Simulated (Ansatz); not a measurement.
Mo3Pt, space group Pm-3m, cell relaxations under several functionals

Program: Ansatz 0.2.0 through its Python package.

At the Python prompt:
```pycon
>>> import warnings
>>> import ansatz
>>> import numpy as np
>>> config = {
...     'k_spacing': 0.26,
...     'smearing': 'gaussian',
...     'smearing_width': 0.1,
...     'fmax': 0.02,
... }
>>> def edges_and_angles(cell):
...     cell = np.asarray(cell)
...     a, b, c = np.linalg.norm(cell, axis=1)
...     cosines = cell[1] @ cell[2] / (b * c), cell[0] @ cell[2] / (a * c), cell[0] @ cell[1] / (a * b)
...     return (a, b, c, *np.degrees(np.arccos(cosines)))
...
>>> warnings.simplefilter('ignore', ansatz.DeckWarning)
>>> xtal = (
...     ansatz.Lattice.of((3.973984, 0.0, 0.0), (0.0, 3.973984, 0.0), (0.0, 0.0, 3.973984))
...     .atom('Mo', (0.0, 0.5, 0.5))
...     .atom('Mo', (0.5, 0.0, 0.5))
...     .atom('Mo', (0.5, 0.5, 0.0))
...     .atom('Pt', (0.0, 0.0, 0.0))
... )
>>> job = (
...     xtal.calculation()
...     .kpoints(spacing=config['k_spacing'])
...     .occupations(config['smearing'], width=config['smearing_width'])
...     .relax(cell=True, force_tolerance=config['fmax'], max_steps=60)
... )
>>> levels = [('pbesol', 'd3bj'), ('blyp', 'd3bj'), ('lda', 'none')]
>>> print('level            a       b       c    alpha   beta  gamma  V/atom  steps')
level            a       b       c    alpha   beta  gamma  V/atom  steps
>>> for name, dispersion in levels:
...     seen = []
...     run = job.functional(name, dispersion=dispersion).session().plan()
...     result = run.execute(on_event=lambda e: seen.append(e) if e['event'] == 'relax_step' else None)
...     cell = result.lattice.cell_ang
...     label = name if dispersion == 'none' else f'{name}+{dispersion}'
...     print('{:13s} {:7.4f} {:7.4f} {:7.4f} {:6.2f} {:6.2f} {:6.2f}'.format(label, *edges_and_angles(cell)), f'{abs(np.linalg.det(cell)) / len(result.lattice.sites):7.3f} {len(seen):5d}')
...
pbesol+d3bj    3.8897  3.8897  3.8897  90.00  90.00  90.00  14.713     6
blyp+d3bj      3.9288  3.9288  3.9288  90.00  90.00  90.00  15.161     6
lda            3.9022  3.9022  3.9022  90.00  90.00  90.00  14.855     6
```

From smallest to largest: PBEsol+D3BJ (14.71 Å³ an atom, -6.2 % against the start), LDA (14.85 Å³ an atom, -5.3 % against the start) and BLYP+D3BJ (15.16 Å³ an atom, -3.4 % against the start). The spread is 3.0 % in volume.

Reading the output:
- Forces vanish by symmetry, so the ions can't move, and the end may be a saddle.
- BLYP and dispersion corrections can be off by several per cent in the lattices of metals, and by several GPa in the pressure at a fixed cell.
- Spin-orbit coupling, which matters for elements this heavy, is left out.
- The structure comes from a database of computed cells and needn't be a stable or known phase.
- It ran for 41 s on 1 thread of Arm Neoverse V1, on a shared host, peak memory 0.44 GiB.
